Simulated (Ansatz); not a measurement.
Working through harmonic frequencies at the relaxed geometry of C2H4S2Si, SMILES [SiH3]C(S)=C=S

Computed with Ansatz 0.2.0, Python API.

Interactive session:
```pycon
>>> from dataclasses import dataclass
>>> import itertools
>>> import ansatz as az
>>> from ase import Atoms
>>> from ase.data import atomic_numbers, covalent_radii
>>> from ase.thermochemistry import IdealGasThermo
>>> import numpy as np
>>> @dataclass(frozen=True)
... class Settings:
...     basis: str = "def2-SVP"
...     functional: str = "PBE"
...
>>> cfg = Settings()
>>> atoms = Atoms(["Si", "C", "S", "C", "S", "H", "H", "H", "H"], positions=[
...     (-1.2879, -0.3734, -0.3436),
...     (0.3235, 0.0233, 0.2742),
...     (0.6899, -0.2751, 1.9133),
...     (1.291, 0.522, -0.5385),
...     (2.4738, 1.1778, -1.6535),
...     (-2.3608, 0.481, 0.3703),
...     (-1.4228, 0.0103, -1.7941),
...     (-1.6276, -1.7522, -0.2107),
...     (2.0095, 0.14, 1.9654),
... ])
>>> geometry = az.Crystal.molecule_from_ase(atoms)
>>> calc = (
...     geometry.calculation()
...     .basis(gaussian=cfg.basis)
...     .functional(cfg.functional)
... )
>>> symbols = [site.symbol for site in geometry.cartesian_sites]
>>> start = np.array([site.position_ang for site in geometry.cartesian_sites], dtype=float)
>>> def progress(event):
...     if event["event"] == "relax_step":
...         row = event["data"]
...         print(f"step {row['step']:3d}  E = {row['lagrangian_ev']:.6f} eV  largest force component {row['allowed_force_max_ev_ang']:.4f} eV/A")
...
>>> data = calc.relax(force_tolerance=0.003, max_steps=100).session().plan().execute(on_event=progress).report
step   1  E = -31658.155359 eV  largest force component 3.8070 eV/A
step   2  E = -31658.911016 eV  largest force component 1.9229 eV/A
step   3  E = -31659.072728 eV  largest force component 0.4226 eV/A
step   4  E = -31659.114144 eV  largest force component 0.2644 eV/A
step   5  E = -31659.119099 eV  largest force component 0.0953 eV/A
step   6  E = -31659.120470 eV  largest force component 0.0513 eV/A
step   7  E = -31659.126996 eV  largest force component 0.1270 eV/A
step   8  E = -31659.129795 eV  largest force component 0.1619 eV/A
step   9  E = -31659.142993 eV  largest force component 0.1365 eV/A
step  10  E = -31659.137698 eV  largest force component 0.5321 eV/A
step  11  E = -31659.150640 eV  largest force component 0.0899 eV/A
step  12  E = -31659.156533 eV  largest force component 0.1148 eV/A
step  13  E = -31659.156960 eV  largest force component 0.6185 eV/A
step  14  E = -31659.177668 eV  largest force component 0.0717 eV/A
step  15  E = -31659.185504 eV  largest force component 0.0669 eV/A
step  16  E = -31659.185632 eV  largest force component 0.0658 eV/A
step  17  E = -31659.171151 eV  largest force component 0.6955 eV/A
step  18  E = -31659.186696 eV  largest force component 0.1111 eV/A
step  19  E = -31659.189131 eV  largest force component 0.0546 eV/A
step  20  E = -31659.189884 eV  largest force component 0.0267 eV/A
step  21  E = -31659.190192 eV  largest force component 0.0216 eV/A
step  22  E = -31659.190218 eV  largest force component 0.0157 eV/A
step  23  E = -31659.190275 eV  largest force component 0.0114 eV/A
step  24  E = -31659.190268 eV  largest force component 0.0179 eV/A
step  25  E = -31659.190289 eV  largest force component 0.0029 eV/A
>>> end = np.array(data["positions_ang"])
>>> # pairs closer than 1.2 times the sum of covalent radii, before or after
>>> radius = [covalent_radii[atomic_numbers[s]] for s in symbols]
>>> span = lambda where, i, j: np.linalg.norm(where[i] - where[j])
>>> bonded = [(i, j) for i, j in itertools.combinations(range(len(symbols)), 2) if min(span(start, i, j), span(end, i, j)) < 1.2 * (radius[i] + radius[j])]
>>> print("pair        before    after (A)")
pair        before    after (A)
>>> for i, j in bonded:
...     print(f"{symbols[i]}{i}-{symbols[j]}{j}".ljust(10), f"{span(start, i, j):8.4f} {span(end, i, j):8.4f}")
...
Si0-C1       1.7708   1.8826
Si0-H5       1.5462   1.5057
Si0-H6       1.5064   1.5040
Si0-H7       1.4262   1.5037
C1-S2        1.7059   1.8060
C1-C3        1.3584   1.3285
S2-H8        1.3843   1.3690
C3-S4        1.7528   1.5692
>>> # same settings at the minimum
>>> minimum = az.Crystal.molecule()
>>> for symbol, place in zip(symbols, end):
...     minimum = minimum.atom(symbol, place.tolist())
...
>>> vibrating = (
...     minimum.calculation()
...     .basis(gaussian=cfg.basis)
...     .functional(cfg.functional)
...     .phonons(temperatures=(200, 600, 100))
... )
>>> vib = vibrating.run(threads=1, backend="cpu").report["vibrations"]
>>> sums = vib["harmonic_sums"]
>>> modes = [m["omega_inv_cm"] for m in sums["modes_at_gamma"] if m["rigid_motion"] == "no"]
>>> for number, w in enumerate(modes, start=1):
...     print(f"mode {number:2d} {w:9.1f} 1/cm {w / 8065.544 * 1000:8.2f} meV")
...
mode  1      77.6 1/cm     9.62 meV
mode  2     108.2 1/cm    13.41 meV
mode  3     142.7 1/cm    17.69 meV
mode  4     166.9 1/cm    20.70 meV
mode  5     192.7 1/cm    23.89 meV
mode  6     424.1 1/cm    52.58 meV
mode  7     454.3 1/cm    56.32 meV
mode  8     479.3 1/cm    59.43 meV
mode  9     611.1 1/cm    75.76 meV
mode 10     634.2 1/cm    78.63 meV
mode 11     835.4 1/cm   103.57 meV
mode 12     881.9 1/cm   109.34 meV
mode 13     888.6 1/cm   110.17 meV
mode 14     898.9 1/cm   111.45 meV
mode 15     911.8 1/cm   113.05 meV
mode 16     983.9 1/cm   121.99 meV
mode 17    1784.4 1/cm   221.24 meV
mode 18    2158.1 1/cm   267.58 meV
mode 19    2168.6 1/cm   268.87 meV
mode 20    2177.5 1/cm   269.97 meV
mode 21    2548.1 1/cm   315.92 meV
>>> print("imaginary modes:", sum(w < 0 for w in modes), " zero-point energy:", round(sums["zero_point_energy_ev"], 4), "eV")
imaginary modes: 0  zero-point energy: 1.2106 eV
>>> # rigid rotor and ideal gas, symmetry number taken as one
>>> gas = IdealGasThermo(vib_energies=[w / 8065.544 for w in modes if w > 0], geometry="linear" if len(modes) == 3 * len(symbols) - 5 else "nonlinear",
...                      atoms=Atoms(symbols, positions=end), symmetrynumber=1, spin=0.0)
>>> print(f"H(298 K) - E = {gas.get_enthalpy(298.15, verbose=False):.4f} eV")
H(298 K) - E = 1.4427 eV
>>> print(f"S(298 K, 1 bar) = {96485.33 * gas.get_entropy(298.15, 1e5, verbose=False):.1f} J/(mol K) with symmetry number 1")
S(298 K, 1 bar) = 367.0 J/(mol K) with symmetry number 1
```

Caveats:
- Total energies depend on the basis set; only differences at equal settings carry meaning.
- The frequencies are harmonic and unscaled, in a modest basis.
- The entropy takes a symmetry number of 1; a symmetric molecule's is lower by R ln(sigma).
- Timing: 2.2 min on 1 thread of AMD EPYC 9B14 (Zen 4) (shared host), peak memory 0.27 GiB.
